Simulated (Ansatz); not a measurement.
# C3H9NZn: up Jacob's ladder to CCSD(T)

An exercise on one series of results from a longer session: the logs are not shown, and one member is left open.

Computed with Ansatz 0.2.0, Gaussian basis. Level: functionals in def2-TZVPP, the program's frozen cores in correlated methods.

Levels to be run: LDA (SPW92), PBE-D4, revPBE-D4, BLYP-D4, r2SCAN-D4, B97M-V, PBE0-D4, B3LYP-D4, r2SCANh-D4, r2SCAN0-D4, HSE06-D4, BHLYP-D4, CAM-B3LYP-D4, LC-ωPBE, ωB97X-V, ωB97M-V, B2PLYP, PBE-QIDH; CCSD(T)/def2-SVP; CCSD(T)/def2-TZVPP; MP2/def2-QZVPP; extrapolation to the limit; RPA on PBE.

## Structure used throughout

All runs share one geometry, relaxed beforehand with PBE0-D4 in a triple-zeta def2 set.

SMILES `C[CH](C)[Zn][NH2]`, 14 atoms, charge 0, spin multiplicity 1.

Atoms are counted from 1 here; the program's logs count them from 0.

Bond lengths: C1–C2 1.527 Å, C1–H6 1.098 Å, C1–H7 1.093 Å, C1–H8 1.095 Å, C2–C3 1.526 Å, C2–Zn4 1.953 Å, C2–H9 1.097 Å, C3–H10 1.094 Å, C3–H11 1.093 Å, C3–H12 1.098 Å, Zn4–N5 1.824 Å, N5–H13 1.010 Å, N5–H14 1.010 Å. Angles: C2–C1–H6 110.9°, C2–C1–H7 112.6°, C2–C1–H8 111.8°, H6–C1–H7 107.2°, H6–C1–H8 106.7°, H7–C1–H8 107.4°, C1–C2–C3 110.7°, C1–C2–Zn4 112.1°, C1–C2–H9 107.9°, C3–C2–Zn4 112.2°, C3–C2–H9 107.9°, Zn4–C2–H9 105.8°, C2–C3–H10 111.8°, C2–C3–H11 112.6°, C2–C3–H12 110.9°, H10–C3–H11 107.3°, H10–C3–H12 106.8°, H11–C3–H12 107.2° and more.

Set-up of the first run:

in.yaml reads:

```yaml
crystal:
  periodic: [false, false, false]
  atoms:
    - {symbol: C, position_ang: [-1.031290, 0.153011, 1.397068]}
    - {symbol: C, position_ang: [0.243661, 0.322287, 0.574491]}
    - {symbol: C, position_ang: [1.270359, -0.745647, 0.942730]}
    - {symbol: Zn, position_ang: [-0.121199, 0.363660, -1.343586]}
    - {symbol: N, position_ang: [-0.487529, 0.267992, -3.127802]}
    - {symbol: H, position_ang: [-0.807541, 0.165175, 2.472293]}
    - {symbol: H, position_ang: [-1.760186, 0.946123, 1.209049]}
    - {symbol: H, position_ang: [-1.525934, -0.800944, 1.189048]}
    - {symbol: H, position_ang: [0.673384, 1.302020, 0.817620]}
    - {symbol: H, position_ang: [0.912046, -1.752430, 0.706536]}
    - {symbol: H, position_ang: [2.222607, -0.608856, 0.423012]}
    - {symbol: H, position_ang: [1.482599, -0.729579, 2.020276]}
    - {symbol: H, position_ang: [0.255400, 0.416203, -3.795110]}
    - {symbol: H, position_ang: [-1.326376, 0.701005, -3.485624]}
basis:
  gaussian: {orbitals: def2-TZVPP}
hamiltonian: {xc: lda}
output: {orbitals: {seedname: orbitals}}
```

Run with:

```
> ansatz run in.yaml --threads 4 --pin off --events-out ev --progress --plain --max-ram 11315MiB
```

Steps of the session up to this table: LDA; PBE-D4 (GGA); revPBE-D4 (GGA); BLYP-D4 (GGA); r2SCAN-D4 (meta-GGA); B97M-V (meta-GGA); PBE0-D4 (hybrid); B3LYP-D4 (hybrid); r2SCANh-D4 (hybrid); r2SCAN0-D4 (hybrid); HSE06-D4 (hybrid); BHLYP-D4 (hybrid); CAM-B3LYP-D4 (range-separated); LC-ωPBE (range-separated); ωB97X-V (range-separated); ωB97M-V (range-separated); B2PLYP (double hybrid); PBE-QIDH (double hybrid).

One table of the session follows, with a row left open; its other results are not shown here.

It belongs to the step «Orbital energies across the functionals». 

```
  functional  HOMO (eV)  gap (eV)
 LDA (SPW92)      -5.41      4.50
      PBE-D4      -5.21      4.45
   revPBE-D4      -5.14      4.46
     BLYP-D4      -5.09      4.35
   r2SCAN-D4      -5.46      5.11
      B97M-V      -5.50      4.75
     PBE0-D4      -6.52      6.52
    B3LYP-D4      -6.30      6.00
  r2SCANh-D4      -5.96      5.86
  r2SCAN0-D4      -6.71      6.96
    HSE06-D4      -6.11      5.76
    BHLYP-D4      -7.73      8.31
CAM-B3LYP-D4          ?         ?
     LC-ωPBE      -9.36     11.28
     ωB97X-V      -8.97     10.69
     ωB97M-V      -8.88     10.19
```

Q: Estimate the row for CAM-B3LYP-D4 from the others.

The run gave: HOMO (eV): -7.95; gap (eV): 8.71. In the column «HOMO (eV)» it lies between ωB97M-V (-8.88) and BHLYP-D4 (-7.73).
